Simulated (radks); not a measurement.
**Polarisabilities and dispersion coefficients of Ar⁺, Mo⁺, Rh and others**

Aim: static dipole polarisabilities and C6 coefficients, each species in its NIST ground configuration. After each ground state the linear response is solved; its values go to the run's result record, not to the log. Response by self-consistent Sternheimer equations with the Hartree and adiabatic LDA kernel.

The numbers are computed with radks (a radial shooting solver on a logarithmic mesh, Libxc functionals) version 1 (non-relativistic Kohn-Sham, LDA (Slater exchange, VWN5 correlation), spin-polarised, spherical densities, point nucleus; open shells are filled with parallel spins first), except any that are marked as measured or tabulated.

**1. The system**

| Item | Value |
| --- | --- |
| species | Ar⁺ ([Ne] 3s2 3p5), Mo⁺ ([Kr] 4d5), Rh ([Kr] 4d8 5s1), Ne²⁺ ([He] 2s2 2p4), F ([He] 2s2 2p5), Ne ([Ne]) |

**2. Ar⁺, [Ne] 3s2 3p5**

The run's settings:

```text
Z 18
configuration [Ne] 3s2 3p5
relativity non-relativistic
functional lda,vwn5
spin polarised
nucleus point
response adiabatic LDA kernel
```

**3. Mo⁺, [Kr] 4d5**

The run's settings:

```text
Z 42
configuration [Kr] 4d5
relativity non-relativistic
functional lda,vwn5
spin polarised
nucleus point
response adiabatic LDA kernel
```

**4. Rh, [Kr] 4d8 5s1**

Settings, as their differences from step 3:

```diff
@@ -1,3 +1,3 @@
-Z 42
-configuration [Kr] 4d5
+Z 45
+configuration [Kr] 4d8 5s1
 relativity non-relativistic
```

**5. Ne²⁺, [He] 2s2 2p4**

The run's settings:

```text
Z 10
configuration [He] 2s2 2p4
relativity non-relativistic
functional lda,vwn5
spin polarised
nucleus point
response adiabatic LDA kernel
```

**6. F, [He] 2s2 2p5**

The run's settings:

```text
Z 9
configuration [He] 2s2 2p5
relativity non-relativistic
functional lda,vwn5
spin polarised
nucleus point
response adiabatic LDA kernel
```

**7. Ne, [Ne]**

Settings, as their differences from step 6:

```diff
@@ -1,3 +1,3 @@
-Z 9
-configuration [He] 2s2 2p5
+Z 10
+configuration [Ne]
 relativity non-relativistic
```

Before running it: what results should come out? Wanted: for each run, species; −ε(HOMO); α; α uncoupled; C6; C8; recommended α.

The runs gave:

```csv
species,−ε(HOMO) (eV),α (bohr³),α uncoupled (bohr³),C6 (hartree bohr⁶),C8 (hartree bohr⁸),recommended α (bohr³)
Ar⁺,21.713,7.095,11.11,32.07,-,-
Mo⁺,11.707,20.84,29.73,135.1,-,-
Rh,4.585,59.08,95.86,517.5,-,66
Ne²⁺,52.204,0.8744,1.088,1.111,-,-
F,10.448,4.204,4.889,11.35,-,3.74
Ne,13.552,3.050,3.481,7.390,114.6,2.6611
```

In words: Uncoupled leaves out the potential induced by the response; C6 and C8 are for like pairs. Rh is the most polarisable and Ne²⁺ the least, a factor 67.6 apart. For the pair Rh–Ne²⁺ the Casimir-Polder integral gives C6 = 16.87, the rule 2·Ca·Cb/(Ca·αb/αa + Cb·αa/αb) on the like-pair values 13.90. Against the recommended values (Schwerdtfeger and Nagle, 2023 table) the misses are Rh -10 %, F +12 %, Ne +15 %. C8 is given only where no p, d or f shell is open. For heavy and open-shell atoms this level can miss by tens of per cent.
